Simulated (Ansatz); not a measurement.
# Al2B2As: the cost of one run

Computed with Ansatz 0.2.0 (DFT PBE, scalar-relativistic, plane waves, PAW, unless a step's input says otherwise).

1 further run of the same task is left out (it didn't finish).

## Step 1: The system as given

It takes space group P-3m1 (No. 164, trigonal). Conventional cell: a = 4.181 Å, b = 4.181 Å, c = 4.523 Å, α = 90.00°, β = 90.00°, γ = 120.00°. Al (site symmetry 3m) has 1 B at 1.56 Å as nearest neighbours. Around B (site symmetry 3m) lie 1 Al at 1.56 Å. As (site symmetry -3m) has 6 B at 2.48 Å as nearest neighbours.

Coordinates:

```
CELL_PARAMETERS angstrom
4.18105 0.00000 0.00000
-2.09053 3.62090 0.00000
0.00000 0.00000 4.52312
ATOMIC_POSITIONS crystal
Al 0.33333 0.66667 0.46800
Al 0.66667 0.33333 0.53200
B 0.33333 0.66667 0.12320
B 0.66667 0.33333 0.87680
As 0.00000 0.00000 0.00000
```

Recipe of the guess: species swapped into a database cell of BaGa2H2 (P-3m1, No. 164), with As on the Ba sites, Al on the Ga sites and B on the H sites. Its size is a rough estimate.

## Step 2: Probe: one point on a coarse mesh

Input file input.yaml:

```yaml
crystal:
  lattice:
    - [4.18105129, 0.0, 0.0]
    - [-2.09052565, 3.62089664, 0.0]
    - [0.0, 0.0, 4.52311688]
  atoms:
    - { symbol: Al, position: [0.33333333, 0.66666667, 0.46799999] }
    - { symbol: Al, position: [0.66666667, 0.33333333, 0.53200001] }
    - { symbol: B, position: [0.33333333, 0.66666667, 0.1232] }
    - { symbol: B, position: [0.66666667, 0.33333333, 0.8768] }
    - { symbol: As, position: [0.0, 0.0, 0.0] }
basis:
  ecutwfc: 420
kpoints:
  mp_grid: { grid: [6, 6, 4] }
hamiltonian:
  xc: pbe
scf:
  occupations: { method: gaussian, width: 0.1 }
  lower_state_search: "off"
output:
  forces: true
  stress: true
  eigenvalues: true
```

Started as:

```bash
ansatz run input.yaml --threads 1 --pin off --max-ram 2560MiB --backend cpu --events-out ev --progress --plain --runs-dir out
```

Q: Estimate wall time and peak memory on 1 thread of Intel Xeon Platinum 8488C (Sapphire Rapids), shared host.

About 1.9 s, with a peak of 0.4 GiB.
